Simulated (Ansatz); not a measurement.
Geometry optimisation, DFT PBE, scalar-relativistic, plane waves, PAW in Ansatz.

input.yaml

```yaml
crystal:
  lattice:
    - [0.0, 5.43, 5.43]
    - [5.43, 0.0, 5.43]
    - [5.43, 5.43, 0.0]
  atoms:
    - { symbol: Si, position: [0.0, 0.0, 0.0] }
    - { symbol: Si, position: [0.125, 0.125, 0.125] }
    - { symbol: Si, position: [0.0, 0.0, 0.5] }
    - { symbol: Si, position: [0.125, 0.125, 0.625] }
    - { symbol: Si, position: [0.0, 0.5, 0.0] }
    - { symbol: Si, position: [0.125, 0.625, 0.125] }
    - { symbol: Si, position: [0.0, 0.5, 0.5] }
    - { symbol: Si, position: [0.125, 0.625, 0.625] }
    - { symbol: Si, position: [0.5, 0.0, 0.0] }
    - { symbol: Si, position: [0.625, 0.125, 0.125] }
    - { symbol: Si, position: [0.5, 0.0, 0.5] }
    - { symbol: Si, position: [0.625, 0.125, 0.625] }
    - { symbol: Si, position: [0.5, 0.5, 0.0] }
    - { symbol: Si, position: [0.625, 0.625, 0.125] }
    - { symbol: Si, position: [0.5, 0.5, 0.5] }
    - { symbol: Si, position: [0.625, 0.625, 0.625] }
    - { symbol: "N", position: [0.8743792, 0.8767277, 0.3670384], spin: 1.0 }
magnetization:
  spin_polarized: true
basis:
  ecutwfc: 420.0
kpoints:
  mp_grid: { grid: [2, 2, 2] }
hamiltonian:
  xc: pbe
  pseudopotentials: { kind: paw, azcp: { folder: soft_1 } }
scf:
  occupations: { method: gaussian, width: 0.02 }
  lower_state_search: "off"
relax:
  f_tol: 0.03
  max_steps: 60
  adjacent_minimum: "off"
output:
  write_density: true
  write_potential: true
  elf: true
  volumetric_format: npy
```

Command:

```bash
$ ansatz run input.yaml --threads 2 --pin off --max-ram 5120MiB --backend cpu --events-out ev --progress --plain --runs-dir out
```

Q: Where does it end, and by what steps?

A: The forces met the threshold. Limits of this set-up: coarse k mesh, a small cell, in which the defect meets its images. After 26 steps the energy has fallen by 2.753 eV; N17 moved furthest, 1.62 Å. Parted: Si1–Si10 (2.35 → 3.01 Å). Joined: Si10–N17 (2.67 → 1.73 Å).

```tsv
step	energy less start (eV)	largest force component (eV/Å)	accepted
0	0.0000	0.632	yes
1	-0.1469	0.459	yes
2	-0.4446	0.699	yes
3	-0.8204	1.116	yes
4	-1.1604	0.566	yes
5	-1.4636	0.833	yes
6	-1.6276	0.600	yes
7	-1.8249	0.791	yes
8	-2.0463	1.703	yes
9	-2.3995	1.349	yes
10	-2.5853	0.365	yes
11	-2.5821	0.790	no
12	-2.6297	0.138	yes
13	-2.6174	0.363	no
14	-2.6410	0.060	yes
15	-2.6458	0.118	yes
16	-2.6608	0.227	yes
17	-2.6833	0.306	yes
18	-2.7073	0.375	yes
19	-2.7034	0.470	no
20	-2.7430	0.197	yes
21	-2.7135	0.462	no
22	-2.7481	0.054	yes
23	-2.7507	0.058	yes
24	-2.7523	0.083	yes
25	-2.7519	0.079	no
26	-2.7532	0.014	yes
```

```xyz
17
Lattice="0.0000 5.4300 5.4300 5.4300 0.0000 5.4300 5.4300 5.4300 0.0000" Properties=species:S:1:pos:R:3
Si 0.069 0.269 -0.193
Si 1.459 1.368 1.278
Si 2.745 2.888 0.035
Si 4.048 4.386 1.290
Si 2.770 0.115 2.776
Si 4.011 1.637 4.075
Si 5.340 2.990 2.686
Si 6.791 4.201 4.084
Si 0.006 2.494 2.679
Si 1.679 3.561 3.852
Si 2.495 5.643 2.835
Si 4.013 6.823 4.168
Si 2.810 2.825 5.678
Si 4.224 4.174 6.970
Si 5.448 5.519 5.488
Si 6.688 6.988 6.824
N 6.458 5.161 9.281
```

Whether the end is a true minimum wasn't checked by a vibrational analysis.

The run took 6.4 min on 2 threads of Arm Neoverse V1, on a shared host, peak memory 0.94 GiB.
